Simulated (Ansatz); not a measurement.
# ScAl: the cost of one run

Program: Ansatz 0.2.0. Level of theory: DFT r2SCAN, scalar-relativistic, plane waves, PAW. These are calculated values, not measurements.

2 further runs of the same task are left out: 2 set aside as unsound or not needed.

## (1) The starting structure

Symmetry: Cmcm, No. 63, orthorhombic system. The conventional cell has a = 3.368 Å, b = 11.037 Å, c = 4.341 Å, α = 90.00°, β = 90.00°, γ = 90.00°. Around Sc (site symmetry m2m) lie 7 Al at 2.92 to 3.05 Å. Al (site symmetry m2m) is surrounded by 2 Al at 2.66 Å and 7 Sc at 2.92 to 3.05 Å.

Structure file:

```cif
data_structure
_symmetry_space_group_name_H-M 'Cmcm'
_symmetry_Int_Tables_number 63
_cell_length_a 3.3680
_cell_length_b 11.0374
_cell_length_c 4.3406
_cell_angle_alpha 90.000
_cell_angle_beta 90.000
_cell_angle_gamma 90.000
_cell_volume 161.36
loop_
_atom_site_label
_atom_site_type_symbol
_atom_site_symmetry_multiplicity
_atom_site_Wyckoff_symbol
_atom_site_fract_x
_atom_site_fract_y
_atom_site_fract_z
_atom_site_occupancy
Sc1 Sc 4 c 0.00000 0.16031 0.25000 1
Al1 Al 4 c 0.00000 0.43018 0.25000 1
```

It goes back to an entry of the Materials Project, which need not be the stable form.

It is built from the cell relaxed beforehand with the same method (20.17 Å³/atom).

## (2) The undisturbed cell

File input.yaml:

```yaml
crystal:
  lattice:
    - [-3.3680407194, 0.0, 4.3405568769]
    - [-3.3680407194, 0.0, -4.3405568769]
    - [1.6840203597, -5.5187135412, 0.0]
  atoms:
    - { symbol: Sc, position: [0.5448455035, 0.2948455035, 0.6793820139] }
    - { symbol: Sc, position: [0.0448455035, 0.7948455035, 0.6793820139] }
    - { symbol: Sc, position: [0.4551544965, 0.7051544965, 0.3206179861] }
    - { symbol: Sc, position: [0.9551544965, 0.2051544965, 0.3206179861] }
    - { symbol: Al, position: [0.4099090332, 0.1599090332, 0.1396361329] }
    - { symbol: Al, position: [0.9099090332, 0.6599090332, 0.1396361329] }
    - { symbol: Al, position: [0.5900909668, 0.8400909668, 0.8603638671] }
    - { symbol: Al, position: [0.0900909668, 0.3400909668, 0.8603638671] }
basis:
  ecutwfc: 500
kpoints:
  mp_grid: { grid: [10, 10, 10] }
hamiltonian:
  xc: r2scan
scf:
  occupations: { method: gaussian, width: 0.15 }
output:
  forces: true
  stress: true
  eigenvalues: true
```

Started as:

```
$ ansatz run input.yaml --threads 2 --pin off --max-ram 5120MiB --backend cpu --events-out ev --progress --plain --runs-dir out
```

**Question.** How long does this run take on 2 threads of Intel Xeon 6975P-C (Granite Rapids), shared host, and how much memory does it need?

About 42 s, with a peak of 1.8 GiB.
